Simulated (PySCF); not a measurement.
# La²⁺: excitation energies in x2c-TZVPPall

Aim: the excitation energy of lanthanum from differences of total energies, at each level of theory, and how far each lands from the tabulated value where there is one.

Method: unrestricted determinants in a Gaussian basis, no spin-orbit coupling in the energies. Code: PySCF 2.14.0.

## Step 1: The system

- Element: lanthanum (Z = 57)
- Basis: x2c-TZVPPall (11s7p7d3f1g, 97 functions)
- Hamiltonian: scalar relativity by spin-free X2C-1e
- State 1: La²⁺: [Xe] 6p1, 2P determinant (an excited configuration)
- State 2: La²⁺: [Xe] 4f1, 2F determinant (an excited configuration)
- Needed too, but not shown: La²⁺ [Xe] 5d1 (2D)
- Methods: UHF, LDA, PBE, PBE0, r2SCAN, MP2
- Core shells frozen in the correlated runs: valence: [Kr] 4d10; valence and next inner shell: [Ar] 3d10 (for La²⁺)

Outer shells as boxes (Hund's rule):

La2+ [Xe] 6p1
```
[Xe] core
6p [↑ ][  ][  ]
```

La2+ [Xe] 4f1
```
[Xe] core
4f [↑ ][  ][  ][  ][  ][  ][  ]
```

One driver process ran all states and methods and kept the integrals in memory. Each run is shown as a PySCF script that sums up its settings (the driver passes frozen orbitals as a list and adds second-order terms of double hybrids); the logs are those of the runs themselves. The driver starts from symmetry-adapted Hartree-Fock orbitals, holds the occupation by maximum overlap and uses a logarithmic radial grid for functionals, so a plain start would take other cycles.

The integrals over 97 functions and the set-up took 11 s of CPU time.

## Step 2: La²⁺ [Xe] 6p1, method by method

UHF:

The input, input.py:

```python
from pyscf import gto, scf, dft, mp, cc
import basis_set_exchange as bse
mol = gto.M(atom="La 0 0 0", charge=2, spin=1, symmetry="D2h",
            basis=gto.basis.parse(bse.get_basis("x2c-TZVPPall", elements=["La"], fmt="nwchem")),
            nucmod="G")
mf = scf.UHF(mol).sfx2c1e()
mf.irrep_nelec = {'Ag': (9, 9), 'B1g': (2, 2), 'B2g': (2, 2), 'B3g': (2, 2), 'B1u': (4, 4), 'B2u': (5, 4), 'B3u': (4, 4)}
mf.kernel()
```

LDA:

input.py, as changed from the run before:

```diff
@@ -5,3 +5,3 @@
             nucmod="G")
-mf = scf.UHF(mol).sfx2c1e()
+mf = dft.UKS(mol, xc="LDA,VWN").sfx2c1e()
 mf.irrep_nelec = {'Ag': (9, 9), 'B1g': (2, 2), 'B2g': (2, 2), 'B3g': (2, 2), 'B1u': (4, 4), 'B2u': (5, 4), 'B3u': (4, 4)}
```

PBE:

input.py, as changed from the run before:

```diff
@@ -5,3 +5,3 @@
             nucmod="G")
-mf = dft.UKS(mol, xc="LDA,VWN").sfx2c1e()
+mf = dft.UKS(mol, xc="PBE").sfx2c1e()
 mf.irrep_nelec = {'Ag': (9, 9), 'B1g': (2, 2), 'B2g': (2, 2), 'B3g': (2, 2), 'B1u': (4, 4), 'B2u': (5, 4), 'B3u': (4, 4)}
```

PBE0:

input.py, as changed from the run before:

```diff
@@ -5,3 +5,3 @@
             nucmod="G")
-mf = dft.UKS(mol, xc="PBE").sfx2c1e()
+mf = dft.UKS(mol, xc="PBE0").sfx2c1e()
 mf.irrep_nelec = {'Ag': (9, 9), 'B1g': (2, 2), 'B2g': (2, 2), 'B3g': (2, 2), 'B1u': (4, 4), 'B2u': (5, 4), 'B3u': (4, 4)}
```

r2SCAN:

input.py, as changed from the run before:

```diff
@@ -5,3 +5,3 @@
             nucmod="G")
-mf = dft.UKS(mol, xc="PBE0").sfx2c1e()
+mf = dft.UKS(mol, xc="R2SCAN").sfx2c1e()
 mf.irrep_nelec = {'Ag': (9, 9), 'B1g': (2, 2), 'B2g': (2, 2), 'B3g': (2, 2), 'B1u': (4, 4), 'B2u': (5, 4), 'B3u': (4, 4)}
```

MP2 (valence):

input.py, as changed from the run before:

```diff
@@ -5,4 +5,5 @@
             nucmod="G")
-mf = dft.UKS(mol, xc="R2SCAN").sfx2c1e()
+mf = scf.UHF(mol).sfx2c1e()
 mf.irrep_nelec = {'Ag': (9, 9), 'B1g': (2, 2), 'B2g': (2, 2), 'B3g': (2, 2), 'B1u': (4, 4), 'B2u': (5, 4), 'B3u': (4, 4)}
 mf.kernel()
+mp.UMP2(mf, frozen=23).kernel()
```

MP2 (valence and next inner shell):

input.py, as changed from the run before:

```diff
@@ -8,2 +8,2 @@
 mf.kernel()
-mp.UMP2(mf, frozen=23).kernel()
+mp.UMP2(mf, frozen=14).kernel()
```

## Step 3: La²⁺ [Xe] 4f1: the ladder of methods

UHF:

input.py: that of step 2 with these lines changed.

```diff
@@ -8,2 +8 @@
 mf.kernel()
-mp.UMP2(mf, frozen=14).kernel()
```

LDA:

input.py, as changed from the run before:

```diff
@@ -5,3 +5,3 @@
             nucmod="G")
-mf = scf.UHF(mol).sfx2c1e()
+mf = dft.UKS(mol, xc="LDA,VWN").sfx2c1e()
 mf.irrep_nelec = {'Ag': (9, 9), 'B1g': (2, 2), 'B2g': (2, 2), 'B3g': (2, 2), 'B1u': (4, 4), 'B2u': (5, 4), 'B3u': (4, 4)}
```

PBE:

input.py, as changed from the run before:

```diff
@@ -5,3 +5,3 @@
             nucmod="G")
-mf = dft.UKS(mol, xc="LDA,VWN").sfx2c1e()
+mf = dft.UKS(mol, xc="PBE").sfx2c1e()
 mf.irrep_nelec = {'Ag': (9, 9), 'B1g': (2, 2), 'B2g': (2, 2), 'B3g': (2, 2), 'B1u': (4, 4), 'B2u': (5, 4), 'B3u': (4, 4)}
```

PBE0:

input.py, as changed from the run before:

```diff
@@ -5,3 +5,3 @@
             nucmod="G")
-mf = dft.UKS(mol, xc="PBE").sfx2c1e()
+mf = dft.UKS(mol, xc="PBE0").sfx2c1e()
 mf.irrep_nelec = {'Ag': (9, 9), 'B1g': (2, 2), 'B2g': (2, 2), 'B3g': (2, 2), 'B1u': (4, 4), 'B2u': (5, 4), 'B3u': (4, 4)}
```

r2SCAN:

input.py, as changed from the run before:

```diff
@@ -5,3 +5,3 @@
             nucmod="G")
-mf = dft.UKS(mol, xc="PBE0").sfx2c1e()
+mf = dft.UKS(mol, xc="R2SCAN").sfx2c1e()
 mf.irrep_nelec = {'Ag': (9, 9), 'B1g': (2, 2), 'B2g': (2, 2), 'B3g': (2, 2), 'B1u': (4, 4), 'B2u': (5, 4), 'B3u': (4, 4)}
```

MP2 (valence):

input.py, as changed from the run before:

```diff
@@ -5,4 +5,5 @@
             nucmod="G")
-mf = dft.UKS(mol, xc="R2SCAN").sfx2c1e()
+mf = scf.UHF(mol).sfx2c1e()
 mf.irrep_nelec = {'Ag': (9, 9), 'B1g': (2, 2), 'B2g': (2, 2), 'B3g': (2, 2), 'B1u': (4, 4), 'B2u': (5, 4), 'B3u': (4, 4)}
 mf.kernel()
+mp.UMP2(mf, frozen=23).kernel()
```

MP2 (valence and next inner shell):

input.py, as changed from the run before:

```diff
@@ -8,2 +8,2 @@
 mf.kernel()
-mp.UMP2(mf, frozen=23).kernel()
+mp.UMP2(mf, frozen=14).kernel()
```

Q: Predict the outcome of this session.

The runs gave:

| quantity | value |
| --- | --- |
| excitation energy, La²⁺ → [Xe] 6p1 | UHF 4.998, MP2 (valence and next inner shell) 4.928 eV |
| excitation energy, La²⁺ → [Xe] 4f1 | UHF 5.172, MP2 (valence and next inner shell) 5.243 eV |

In words: For the first difference the methods span 0.350 eV, from MP2 (valence and next inner shell) (4.928) to r2SCAN (5.279). No reference value is at hand in this session. All values hold for this basis alone; no basis-set limit was taken.
